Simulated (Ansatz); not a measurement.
Runs of Ansatz 0.2.0 on In3As. It takes space group Pm-3m (No. 221, cubic). Conventional cell: a = 4.672 Å, b = 4.672 Å, c = 4.672 Å, α = 90.00°, β = 90.00°, γ = 90.00°. Around In (site symmetry 4/mmm) lie 8 In at 3.30 Å and 4 As at 3.30 Å. As (site symmetry m-3m) has 12 In at 3.30 Å as nearest neighbours. The cell comes from a database or a generator and needn't be the stable form of this composition.

```csv
task,level,potentials or basis,spin,k mesh,cutoff (eV),basis error allowed,pressure (GPa)
band structure,LDA,"all-electron LAPW, scalar-relativistic",off,6 × 6 × 6,158,0.002 eV/atom,-3.9
band structure,PBE,"all-electron LAPW, scalar-relativistic",off,6 × 6 × 6,158,0.002 eV/atom,0.6
band structure,PBEsol,"all-electron LAPW, scalar-relativistic",off,4 × 4 × 4,158,0.002 eV/atom,-3.0
band structure,PBEsol,"all-electron LAPW, scalar-relativistic",off,6 × 6 × 6,158,0.002 eV/atom,-2.4
single point,PBEsol,"all-electron LAPW, scalar-relativistic",off,6 × 6 × 6,172,0.001 eV/atom,-2.4
band structure,PBEsol,"all-electron LAPW, relativistic spinors","SOC, no magnetisation",4 × 4 × 4,158,0.002 eV/atom,(a)
```

Alike in all rows: cell as given; smearing fermi-dirac 0.05 eV.

Task: Fill in the values left out.

Result: (a) -3.1.

Caveats: the k mesh is thin for a metal, which can move the energy by tens of meV per atom (some runs).

Not every run made on this cell is shown here.
